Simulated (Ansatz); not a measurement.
## F2GeH3Si, SMILES [F][Ge]([F])[SiH3]: a rigid scan of one bond length, step by step

With the Python package of Ansatz (0.2.0).

Run as a notebook:

**Cell 1**
```python
import ansatz as az
from ase import Atoms
import numpy as np
```

**Cell 2**
```python
atoms = Atoms(["F", "Ge", "F", "Si", "H", "H", "H"], positions=[
    (1.691, -1.0092, 1.6087),
    (0.6213, -1.2263, 0.1886),
    (-0.7092, -2.3256, 0.5895),
    (-0.1951, 0.8081, -0.4988),
    (-1.1206, 0.574, -1.6906),
    (-1.073, 1.3861, 0.5935),
    (0.8469, 1.725, -0.8366),
])
molecule = az.Crystal.molecule_from_ase(atoms)
```

**Cell 3**
```python
symbols = [site.symbol for site in molecule.cartesian_sites]
start = np.array([site.position_ang for site in molecule.cartesian_sites])
axis = (start[1] - start[3]) / np.linalg.norm(start[1] - start[3])
moving = [0, 1, 2]
lengths, energies = [1.95, 2.11, 2.3, 2.53, 2.87, 3.45, 4.14, 5.05], []
for length in lengths:
    xyz = start.copy()
    xyz[moving] += (length - np.linalg.norm(start[1] - start[3])) * axis
    point = az.Crystal.molecule()
    for symbol, xyz in zip(symbols, xyz):
        point = point.atom(symbol, xyz.tolist())
    calc = (
        point.calculation()
        .basis(gaussian="def2-SVP")  # atom-centred Gaussian functions
        .functional("cam_b3lyp")  # exchange and correlation
        .spin("collinear", total=1)
    )
    report = calc.run().report
    energies.append(report["free_energy_ev"])
    print(f"r = {length:6.3f} A  E = {energies[-1]:.5f} eV  <S^2> = {abs(report['mean_field']['state']['spin_squared']):.3f}")

print("energy above the lowest point (eV):", [round(e - min(energies), 3) for e in energies])
```
Output:
```text
r =  1.950 A  E = -69865.47728 eV  <S^2> = 0.753
r =  2.110 A  E = -69866.66150 eV  <S^2> = 0.753
r =  2.300 A  E = -69867.22207 eV  <S^2> = 0.753
r =  2.530 A  E = -69867.28091 eV  <S^2> = 0.755
r =  2.870 A  E = -69866.94850 eV  <S^2> = 0.767
r =  3.450 A  E = -69866.55778 eV  <S^2> = 0.766
r =  4.140 A  E = -69866.46821 eV  <S^2> = 0.753
r =  5.050 A  E = -69866.43324 eV  <S^2> = 0.751
energy above the lowest point (eV): [1.804, 0.619, 0.059, 0.0, 0.332, 0.723, 0.813, 0.848]
```

Caveats:
- Total energies depend on the basis set; only differences at equal settings carry meaning.
- The rest of the molecule is held rigid at a force-field or estimated start geometry, and the basis set is modest; single-reference methods fail as a bond breaks.
- The species is open-shell (spin multiplicity 2).
- Run time: 55 s on 1 thread of Arm Neoverse V1, with other jobs on the host, peak memory 0.39 GiB.

(Lines on the test bed's own set-up are left out of the output.)
